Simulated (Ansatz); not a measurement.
# CH6FNOTi: basis-set convergence

An exercise on one series of results from a longer session: the logs are not shown, and one member is left open.

Computed with Ansatz 0.2.0, Gaussian basis. Level: one geometry, several basis sets.

Plan: PBE0-D4/def2-SVP; ωB97M-V/def2-SVP; PBE0-D4/def2-QZVPP; ωB97M-V/def2-QZVPP; the functionals' def2-TZVPP values are taken from earlier runs.

## Structure used throughout

All runs share one geometry, relaxed beforehand with PBE0-D4 in a triple-zeta def2 set.

SMILES `[CH3][Ti]([NH2])([OH])[F]`, 11 atoms, charge 0, spin multiplicity 1.

Atoms are counted from 1 here; the program's logs count them from 0.

Bond lengths: C1–Ti2 2.068 Å, C1–H6 1.094 Å, C1–H7 1.095 Å, C1–H8 1.093 Å, Ti2–N3 1.871 Å, Ti2–O4 1.782 Å, Ti2–F5 1.769 Å, N3–H9 1.010 Å, N3–H10 1.011 Å, O4–H11 0.956 Å. Angles: Ti2–C1–H6 110.0°, Ti2–C1–H7 108.6°, Ti2–C1–H8 110.7°, H6–C1–H7 109.1°, H6–C1–H8 109.1°, H7–C1–H8 109.2°, C1–Ti2–N3 105.2°, C1–Ti2–O4 105.5°, C1–Ti2–F5 104.5°, N3–Ti2–O4 109.8°, N3–Ti2–F5 111.8°, O4–Ti2–F5 118.8°, Ti2–N3–H9 125.1°, Ti2–N3–H10 124.5°, H9–N3–H10 110.4°, Ti2–O4–H11 144.7°.

Geometry (Å):

```xyz
11
CH6FNOTi
C    -0.09746    1.57587   -0.06187
Ti   -0.03288   -0.41894    0.48006
N     1.10758   -1.22763   -0.76282
O    -1.69268   -1.02750    0.25994
F     0.66452   -0.41486    2.10528
H     0.90665    2.00757   -0.02114
H    -0.74563    2.10771    0.64285
H    -0.49530    1.68922   -1.07304
H     0.80597   -1.75382   -1.57075
H     2.11559   -1.24385   -0.68858
H    -2.47085   -1.35088    0.71067
```

The first run:

File in.yaml:

```yaml
crystal:
  periodic: [false, false, false]
  atoms:
    - {symbol: C, position_ang: [-0.097458, 1.575866, -0.061871]}
    - {symbol: Ti, position_ang: [-0.032879, -0.418936, 0.480056]}
    - {symbol: N, position_ang: [1.107580, -1.227630, -0.762819]}
    - {symbol: O, position_ang: [-1.692683, -1.027500, 0.259940]}
    - {symbol: F, position_ang: [0.664519, -0.414862, 2.105280]}
    - {symbol: H, position_ang: [0.906651, 2.007570, -0.021140]}
    - {symbol: H, position_ang: [-0.745629, 2.107714, 0.642849]}
    - {symbol: H, position_ang: [-0.495304, 1.689216, -1.073036]}
    - {symbol: H, position_ang: [0.805968, -1.753816, -1.570750]}
    - {symbol: H, position_ang: [2.115586, -1.243847, -0.688581]}
    - {symbol: H, position_ang: [-2.470850, -1.350875, 0.710675]}
basis:
  gaussian: {orbitals: def2-SVP}
hamiltonian: {xc: pbe0, dispersion: d4}
output: {orbitals: {seedname: orbitals}}
```

The run is started by

```sh
$ ansatz run in.yaml --threads 2 --pin off --events-out ev --progress --plain --max-ram 22528MiB --backend cpu
```

Among the steps run: PBE0-D4 in def2-SVP; ωB97M-V in def2-SVP; PBE0-D4 in def2-QZVPP; ωB97M-V in def2-QZVPP.

One of the session's tables, all rows but one given; the rest of the session is left out.

It belongs to the step «Functionals by basis». 

```
functional       basis  HOMO (eV)
   PBE0-D4    def2-SVP          ?
   PBE0-D4  def2-TZVPP      -7.62
   PBE0-D4  def2-QZVPP      -7.63
   ωB97M-V    def2-SVP      -9.79
   ωB97M-V  def2-TZVPP      -9.98
   ωB97M-V  def2-QZVPP      -9.99
```

Estimate the missing values for PBE0-D4, def2-SVP.

**Answer.** HOMO (eV): -7.44. In the column «HOMO (eV)» it is the highest.
